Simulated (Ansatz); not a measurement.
The system is AlSn.

```
CELL_PARAMETERS angstrom
4.19811 0.00000 0.00000
-2.09905 3.63567 0.00000
0.00000 0.00000 3.30685
ATOMIC_POSITIONS crystal
Sn 0.33333 0.66667 0.50000
Al 0.00000 0.00000 0.00000
```

The cell comes from a database or a generator and needn't be the stable form of this composition.

| Property | Result |
| --- | --- |
| Program | Ansatz 0.2.0 |
| Task | single point |
| Functional | PBEsol |
| Potentials or basis | all-electron LAPW, scalar-relativistic |
| Cutoff | 175 eV (chosen from the basis error) |
| Basis error allowed | 0.001 eV/atom |
| k mesh | 7 × 7 × 8 |
| Occupations | fermi-dirac, width 0.05 eV |
| Spin | no spin polarisation |

On this cell: pressure -1.8 GPa; largest force under 0.003 eV/Å; band gap on the k mesh none (metal or under the smearing width).

The same run follows on a disturbed copy (atoms moved at random, drawn with an rms of 0.05 Å):

```
CELL_PARAMETERS angstrom
4.19811 0.00000 0.00000
-2.09905 3.63567 0.00000
0.00000 0.00000 3.30685
ATOMIC_POSITIONS crystal
Sn 0.33146 0.66059 0.49587
Al 0.00564 0.00428 0.99455
```

**Question.** What does the disturbed cell give?

**Answer.** The energy (extrapolated to zero smearing) moves by +1.4 meV/atom; pressure -1.8 GPa; largest force 0.143 eV/Å; band gap on the k mesh none (metal or under the smearing width).

Forces in eV/Å, atoms in the order of the input:
```
Sn   0.032  0.139 -0.007
Al  -0.032 -0.139  0.007
```

Stress tensor (GPa, compression positive):
```
-2.23 -0.10  0.00
-0.10 -1.43 -0.01
 0.00 -0.01 -1.66
```
